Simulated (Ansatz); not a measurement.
**Molecular dynamics of Li**

input.yaml

```yaml
accuracy: low
crystal:
  lattice:
    - [7.312873, 0.0, 0.0]
    - [0.0, 7.312873, 0.0]
    - [0.0, 0.0, 7.312873]
  atoms:
    - { symbol: Li, position: [0.0, 0.0, 0.0] }
    - { symbol: Li, position: [0.5, 0.0, 0.0] }
    - { symbol: Li, position: [0.0, 0.5, 0.0] }
    - { symbol: Li, position: [0.0, 0.0, 0.5] }
    - { symbol: Li, position: [0.25, 0.25, 0.25] }
    - { symbol: Li, position: [0.5, 0.5, 0.0] }
    - { symbol: Li, position: [0.5, 0.0, 0.5] }
    - { symbol: Li, position: [0.75, 0.25, 0.25] }
    - { symbol: Li, position: [0.0, 0.5, 0.5] }
    - { symbol: Li, position: [0.25, 0.75, 0.25] }
    - { symbol: Li, position: [0.25, 0.25, 0.75] }
    - { symbol: Li, position: [0.5, 0.5, 0.5] }
    - { symbol: Li, position: [0.75, 0.75, 0.25] }
    - { symbol: Li, position: [0.75, 0.25, 0.75] }
    - { symbol: Li, position: [0.25, 0.75, 0.75] }
    - { symbol: Li, position: [0.75, 0.75, 0.75] }
basis:
  ecutwfc: 420.0
kpoints:
  mp_grid: { grid: [2, 2, 2] }
hamiltonian:
  xc: pbe
scf:
  occupations: { method: fermi_dirac, width: 0.11 }
  lower_state_search: "off"
md:
  timestep: 1
  n_steps: 130
  ensemble: nvt_langevin
  temperature: 1300.0
  initial_velocities: maxwell_boltzmann
  seed: 113070
  friction: 0.02
```

Run as:

```bash
$ ansatz run input.yaml --threads 1 --pin off --max-ram 3072MiB --backend cpu --events-out ev --progress --plain --runs-dir out
```

It starts from a structure without forces on its atoms.

Output, in part (step lines):

```
md step     0: t =     0.00 fs  T =  1218.8 K  F+E_penalty+E_count = -3274.41195892 eV  E_kin = 2.520570 eV  (6 SCF iters)
md step     1: t =     1.00 fs  T =  1328.1 K  F+E_penalty+E_count = -3274.40909861 eV  E_kin = 2.746643 eV  (7 SCF iters)
md step     2: t =     2.00 fs  T =  1404.0 K  F+E_penalty+E_count = -3274.40026365 eV  E_kin = 2.903730 eV  (6 SCF iters)
md step     3: t =     3.00 fs  T =  1371.4 K  F+E_penalty+E_count = -3274.38557475 eV  E_kin = 2.836293 eV  (7 SCF iters)
md step     4: t =     4.00 fs  T =  1358.5 K  F+E_penalty+E_count = -3274.36587162 eV  E_kin = 2.809589 eV  (6 SCF iters)
md step     5: t =     5.00 fs  T =  1274.8 K  F+E_penalty+E_count = -3274.34185172 eV  E_kin = 2.636534 eV  (5 SCF iters)
md step     6: t =     6.00 fs  T =  1237.8 K  F+E_penalty+E_count = -3274.31285321 eV  E_kin = 2.559868 eV  (5 SCF iters)
md step     7: t =     7.00 fs  T =  1199.5 K  F+E_penalty+E_count = -3274.27914483 eV  E_kin = 2.480798 eV  (5 SCF iters)
[... lines left out ...]
md step   127: t =   127.00 fs  T =  1215.1 K  F+E_penalty+E_count = -3271.67455220 eV  E_kin = 2.512975 eV  (5 SCF iters)
md step   129: t =   129.00 fs  T =  1159.1 K  F+E_penalty+E_count = -3271.71761718 eV  E_kin = 2.397222 eV  (5 SCF iters)
md step   130: t =   130.00 fs  T =  1121.2 K  F+E_penalty+E_count = -3271.73940393 eV  E_kin = 2.318822 eV  (6 SCF iters)
```

The steps, from the saved trajectory:

```csv
time (fs),T (K),potential energy less start (eV)
0.0,1219,0.000
4.0,1358,0.046
8.0,1073,0.169
12.0,1019,0.350
16.0,942,0.576
20.0,1088,0.827
24.0,1105,1.092
28.0,1116,1.387
32.0,843,1.686
36.0,836,1.895
40.0,913,1.987
44.0,913,1.954
48.0,802,1.926
52.0,1065,1.907
56.0,1021,1.912
60.0,1131,1.962
64.0,1300,1.999
68.0,1161,2.097
72.0,1043,2.197
76.0,1040,2.284
80.0,936,2.409
84.0,951,2.538
88.0,871,2.673
92.0,1097,2.749
96.0,1388,2.731
100.0,1274,2.709
104.0,1269,2.677
108.0,1269,2.649
112.0,1345,2.683
116.0,1549,2.710
120.0,1479,2.758
124.0,1225,2.760
128.0,1212,2.719
```

All steps were run. A run of 0.13 ps of so small a system gives no equilibrium averages. Limits of this set-up: coarse k mesh, low accuracy level.

Mean squared displacements from the first frame to the last, about the centre of mass: Li 0.73 Å².

Last frame:

```xyz
16
Lattice="7.3129 0.0000 0.0000 0.0000 7.3129 0.0000 0.0000 0.0000 7.3129" Properties=species:S:1:pos:R:3
Li 0.885 0.447 0.463
Li 3.537 0.698 0.524
Li -0.326 2.437 0.610
Li 0.678 0.053 3.989
Li 2.295 1.961 2.571
Li 3.531 2.939 0.351
Li 3.787 0.069 4.778
Li 5.409 0.920 1.993
Li -0.461 2.443 3.856
Li 1.977 4.694 2.695
Li 1.704 2.183 5.234
Li 4.339 3.311 3.044
Li 5.092 5.386 1.523
Li 6.024 0.908 5.896
Li 1.370 5.176 6.328
Li 6.001 4.789 5.786
```

The run took 7.5 min on 1 thread of Arm Neoverse V2, with other jobs on the host, peak memory 0.6 GiB.
